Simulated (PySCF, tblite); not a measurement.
**BH₁₁NPSi₃: infrared bands and NMR shifts**

Wanted: the infrared bands and NMR shifts of BH₁₁NPSi₃ (`[SiH3]PBN([SiH3])[SiH3]`), by calculation.

The runs use tblite 0.8.0 and PySCF 2.14.0, with density-fitted response routines of our own; the level of theory stands in each step. All values are computed, except where a source is named. Atoms count from 0, in the outputs and in this text.

## Step 1: Starting geometry

17 atoms, charge 0, multiplicity 1; geometry from: GFN2-xTB.

Bonds of the start (Å): Si0–P1 2.22, P1–B2 1.89, B2–N3 1.40, N3–Si4 1.76, N3–Si5 1.76, Si0–H6 1.47, Si0–H7 1.46, Si0–H8 1.46, P1–H9 1.38, B2–H10 1.18, Si4–H11 1.46, Si4–H12 1.47, Si4–H13 1.46, Si5–H14 1.46, Si5–H15 1.46, Si5–H16 1.46.

## Step 2: Harmonic vibrations with GFN2-xTB

What the job is given:

```
{"job": {"kind": "ir", "xc": "GFN2-xTB", "basis": "xTB"}, "charge": 0, "multiplicity": 1}
Si     2.495925     1.039425     0.530439
P      1.171321     1.423562    -1.207557
B      0.133244    -0.151783    -1.202638
N     -0.892624    -0.396958    -0.275271
Si    -1.405084     0.766803     0.938898
Si    -1.762411    -1.925648    -0.280679
H      2.791206    -0.371383     0.819558
H      3.763230     1.710928     0.236876
H      1.859529     1.634934     1.707182
H      2.087882     1.032289    -2.166616
H      0.347860    -0.945822    -2.042025
H     -2.866815     0.691869     0.984430
H     -0.823593     0.340947     2.216746
H     -0.958252     2.099125     0.547769
H     -1.718704    -2.442855     1.088993
H     -3.136777    -1.654020    -0.706572
H     -1.092935    -2.839383    -1.199444
```

**Question.** This job is followed by: GIAO PBE0/pcSseg-1 NMR shielding, non-relativistic, gas phase. Predict these results of the whole session: strongest single infrared mode (GFN2-xTB); zero-point energy (GFN2-xTB); 1H shifts against TMS (PBE0/pcSseg-1, means over atoms taken as alike); 29Si shifts against TMS (PBE0/pcSseg-1, means over atoms taken as alike); 31P shifts against H3PO4 (PBE0/pcSseg-1); 11B shifts against BF3·OEt2 (PBE0/pcSseg-1); 15N shifts against NH3 (PBE0/pcSseg-1).

As calculated:

```
                                                                quantity                       value
                               strongest single infrared mode (GFN2-xTB)       2251 cm⁻¹, 665 km/mol
                                            zero-point energy (GFN2-xTB)               63.2 kcal/mol
  1H shifts against TMS (PBE0/pcSseg-1, means over atoms taken as alike)  6.67, 4.88, 4.05, 1.46 ppm
29Si shifts against TMS (PBE0/pcSseg-1, means over atoms taken as alike)            -44.3, -93.8 ppm
                                31P shifts against H3PO4 (PBE0/pcSseg-1)                  -267.9 ppm
                             11B shifts against BF3·OEt2 (PBE0/pcSseg-1)                    55.3 ppm
                                  15N shifts against NH3 (PBE0/pcSseg-1)                   114.3 ppm
```

**Reading.** No mode is imaginary among the 45: a minimum at this level. The strongest single mode, at 2251 cm⁻¹, moves mainly H7. GFN2-xTB is a fitted tight-binding method: band positions and strengths are rough. Its intensities can rank the bands wrongly. At PBE0/pcSseg-1: The widest tensor belongs to N3: span 248 ppm, with a paramagnetic part of -177 ppm.
